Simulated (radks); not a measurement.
**Ionisation energy and size from Zn³⁺ to Mo³⁺**

One table from this session's results is given with a row withheld; the runs are named, their logs left out.

The numbers are computed with radks (a radial shooting solver on a logarithmic mesh, Libxc functionals) version 1 (Dirac Kohn-Sham, PBE, spin-unpolarised, spherical densities, finite nucleus; open shells fill j = l - 1/2 first), except any that are marked as measured or tabulated.

## Starting point

| Item | Value |
| --- | --- |
| species | Zn³⁺, Ga³⁺, Ge³⁺, As³⁺, Se³⁺, Br³⁺, Kr³⁺, Rb³⁺, Sr³⁺, Zr³⁺, Nb³⁺, Mo³⁺ |
| runs | 24, each species and its next ion |

The first run:

Settings of this run:

```text
Z 30
configuration [Ar] 3d9
relativity Dirac
functional pbe,pbe
spin unpolarised
j_filling energy
nucleus finite rms 3.9283 fm
c 137.035999084
```

Steps of the session up to this table: Zn³⁺, [Ar] 3d9.

One of the session's tables, all rows but one given; the rest of the session is left out.

It belongs to the step «Zn³⁺, [Ar] 3d9». From the orbitals of this run (lengths in bohr):

| level | <r> | outermost maximum (interpolated) | 90 % within | nodes |
| --- | --- | --- | --- | --- |
| 2s1/2 | 0.2260 | 0.189 | 0.350 | 1 |
| 2p1/2 | 0.1959 | 0.150 | 0.321 | 0 |
| 2p3/2 | 0.1993 | 0.153 | 0.326 | 0 |
| 3s1/2 | ? | ? | ? | ? |
| 3p1/2 | 0.6995 | 0.586 | 1.08 | 1 |
| 3p3/2 | 0.7097 | 0.594 | 1.09 | 1 |
| 3d3/2 | 0.8175 | 0.558 | 1.39 | 0 |
| 3d5/2 | 0.8224 | 0.561 | 1.40 | 0 |

Estimate the missing values for 3s1/2.

As computed: <r>: 0.6775; outermost maximum (interpolated): 0.587; 90 % within: 1.01; nodes: 2. In the column «<r>» it lies between 2s1/2 (0.2260) and 3p1/2 (0.6995).

To keep in mind: Elements between those listed are not part of this session, or gave no valid solution. Spin polarisation and multiplet splitting are left out, so open shells lie too high by an amount that depends on their filling.
